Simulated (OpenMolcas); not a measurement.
# V⁴⁺ among point charges: CASSCF and CASPT2 levels and susceptibility

How does a field of 6 point charges split the states of V⁴⁺, and what χT follows?

Program: OpenMolcas 26.06. Level of theory: state-averaged CASSCF and CASPT2, spin-orbit coupling by RASSI with atomic mean-field integrals. These are calculated values, not measurements, unless marked.

**1. What is computed**

| Item | Value |
| --- | --- |
| Species | V⁴⁺ (vanadium, Z = 23, 19 electrons) |
| Basis | ANO-RCC-VDZP [5s4p2d1f], 34 functions |
| Scalar Hamiltonian | DKH2, point nucleus |
| Inactive shells | 1s 2s 2p 3s 3p |
| Active space | 1 electron in 5 orbitals (3d) |
| Some configurations of this space | 3d |
| Orbitals | optimised for each spin and parity, averaged over all roots |

Outer shells as boxes (Hund's rule):

3d
```
3d [↑ ][  ][  ][  ][  ]
```

The ion sits among 6 point charges of -2 e arranged as an octahedron (Oh), 2.05 Å from the ion.

The work runs as a chain of OpenMolcas steps in one folder; each step below is one input file. Labels, J, g values, rates, χT and fits are worked out afterwards by a script from the matrices that RASSI stores. The input lists half of the charges; inversion (Group=XYZ) makes the rest.

**2. GATEWAY and SEWARD: basis and integrals**

Contents of a.inp:

```
&GATEWAY
Coord
1

V 0.0 0.0 0.0
Basis=ANO-RCC-VDZP
Group=XYZ
NoMove
AngMom=0.0 0.0 0.0
AMFI
XField
3 Angstrom 0
2.050000 0.000000 0.000000 -2.000000
0.000000 2.050000 0.000000 -2.000000
0.000000 0.000000 2.050000 -2.000000
&SEWARD
```

**3. Reference wave functions, doublets of even parity, 5 roots**

Contents of a.inp:

```
&RASSCF
FileOrb=start.orb
Symmetry=1
Spin=2
nActEl=1 0 0
Inactive=3 6
Ras2=5 0
CIRoot=5 5 1
SDav=5
CIMx=300
Iter=120 100
PrWF=0.3
OrbListing=Nothing
MaxOrb=0
>>> COPY $Project.JobIph JOB001
```

start.orb holds the contracted functions of the basis, ordered by shell, or the orbitals of the step before.

**4. State interaction with spin-orbit coupling**

Contents of a.inp:

```
&RASSI
NrOfJobIphs=1 5
1 2 3 4 5
IphNames
JOB001
EJob
SpinOrbit
DIPRint=1.0
SOCoupling=1000.0
Subsets=2
Property=9
'ANGMOM' 1 'ANGMOM' 2 'ANGMOM' 3 'MLTPL  1' 1 'MLTPL  1' 2 'MLTPL  1' 3
'AMFI' 1 'AMFI' 2 'AMFI' 3
SOProperty=3
'ANGMOM' 1 'ANGMOM' 2 'ANGMOM' 3
```

**5. CASPT2: IPEA 0.25, imaginary shift 0.1 (closed shells correlated: 3s 3p)**

Contents of a.inp:

```
>>> COPY JOB001 $Project.JobIph
&CASPT2
Multistate=5 1 2 3 4 5
NoMult
Frozen=2 3
IPEA=0.25
Imaginary=0.1
MaxIter=60
WThr=0.0 0.3 0.05
PrWF=0.5
NoMix
```

(Steps that only read results are left out.)

What does the calculation give? Wanted: spin-free ground state; first state of the same spin within the active space; lowest level; next level.

**Answer**, as computed:

| quantity | value |
| --- | --- |
| method | SS-CASPT2, IPEA 0.25, imaginary shift 0.1 (closed shells correlated: 3s 3p) |
| spin-free ground state | 2T2, 3-fold in its orbital part |
| first state of the same spin within the active space | 2E at 3590 cm⁻¹ |
| lowest level | 4-fold Γ8 |
| next level | 377.8 cm⁻¹ |
| χT at 300 K | 0.37 cm³ K/mol |
| effective moment at 300 K | 1.72 μB |

Cost by method:

| method | time of its own steps | time with the reference |
| --- | --- | --- |
| A. CASSCF | 0.93 s | 0.93 s |
| B. SS-CASPT2, IPEA 0.25, imaginary shift 0.1, +3s 3p | 0.31 s | 1.2 s |

Times are of one thread on a shared host.

The spin-free ground state (2T2) comes to 100 % from free-ion D terms and keeps the highest spin of the shell. χT at 300 K is 0.37, against 0.38 cm³ K/mol for the spin alone; near agreement at one temperature doesn't show that the orbital moment is quenched. A ligand-field fit to the states below 45000 cm-1 gives 10Dq = 3588 cm-1, the gap between the two states. CASPT2 does not keep the components of a term degenerate, and the means are used. The field of point charges can differ much from that of real complexes. This is an electrostatic model: the charges have no orbitals.
